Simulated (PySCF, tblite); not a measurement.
# C₂H₃BF₄Si: geometry, infrared bands and NMR shifts

Aim: predict the infrared bands and NMR shifts of C₂H₃BF₄Si (`FB[SiH2]C(F)=C(F)F`).

The runs use tblite 0.8.0 and PySCF 2.14.0, with density-fitted response routines of our own; the level of theory stands in each step. All values are computed, except where a source is named. Atoms are numbered from 0 throughout.

## 1. The molecule as given

11 atoms, charge 0, multiplicity 1; geometry from: force field or distance geometry start.

Bonds of the start (Å): F0–B1 1.46, B1–Si2 1.96, Si2–C3 1.83, C3–F4 1.37, C3–C5 1.32, C5–F6 1.34, C5–F7 1.37, B1–H8 1.19, Si2–H9 1.48, Si2–H10 1.49.

## 2. Geometry optimisation with GFN2-xTB

What the job is given:

```
{"job": {"kind": "relax", "xc": "GFN2-xTB", "basis": "xTB"}, "charge": 0, "multiplicity": 1}
F     -1.546600     2.388400     0.378600
B     -0.610500     1.585200    -0.400300
Si    -0.982900    -0.334400    -0.385000
C      0.574100    -1.104600     0.187900
F      0.674700    -2.460900     0.043300
C      1.561700    -0.419700     0.745400
F      1.570500     0.901700     0.947000
F      2.668600    -1.127100     1.135700
H     -0.447600     1.991700    -1.508400
H     -1.357700    -0.816500    -1.734500
H     -2.098900    -0.601100     0.564300
```

Command:

```sh
$ OMP_NUM_THREADS=1 python probes_run.py task.json out
```

One launch serves the whole session: the jobs run in the order shown.

**Question.** This job is followed by: GFN2-xTB harmonic vibrations, gas phase; GIAO PBE0/pcSseg-1 NMR shielding, non-relativistic, gas phase. Predict these results of the whole session: strongest single infrared mode (GFN2-xTB); zero-point energy (GFN2-xTB); 13C shifts against TMS (PBE0/pcSseg-1); 1H shifts against TMS (PBE0/pcSseg-1, means over atoms taken as alike); 19F shifts against CFCl3 (PBE0/pcSseg-1); 11B shifts against BF3·OEt2 (PBE0/pcSseg-1); 29Si shifts against TMS (PBE0/pcSseg-1).

The runs gave:

| quantity | value |
| --- | --- |
| strongest single infrared mode (GFN2-xTB) | 2213 cm⁻¹, 364 km/mol |
| zero-point energy (GFN2-xTB) | 30.7 kcal/mol |
| 13C shifts against TMS (PBE0/pcSseg-1) | 173.2, 133.5 ppm |
| 1H shifts against TMS (PBE0/pcSseg-1, means over atoms taken as alike) | 6.38, 4.34 ppm |
| 19F shifts against CFCl3 (PBE0/pcSseg-1) | 69.8, -84.0, -127.5, -206.3 ppm |
| 11B shifts against BF3·OEt2 (PBE0/pcSseg-1) | 69.4 ppm |
| 29Si shifts against TMS (PBE0/pcSseg-1) | -90.8 ppm |

In words: Over 84 steps the energy fell by 1.072 eV; of the close pairs, F0–B1 changed most, 1.459 to 1.312 Å. No mode is imaginary among the 27: a minimum at this level. The strongest single mode, at 2213 cm⁻¹, moves mainly H9. GFN2-xTB is a fitted tight-binding method: band positions and strengths are rough. Its intensities can rank the bands wrongly. At PBE0/pcSseg-1: The widest tensor belongs to F0: span 716 ppm, with a paramagnetic part of -363 ppm.
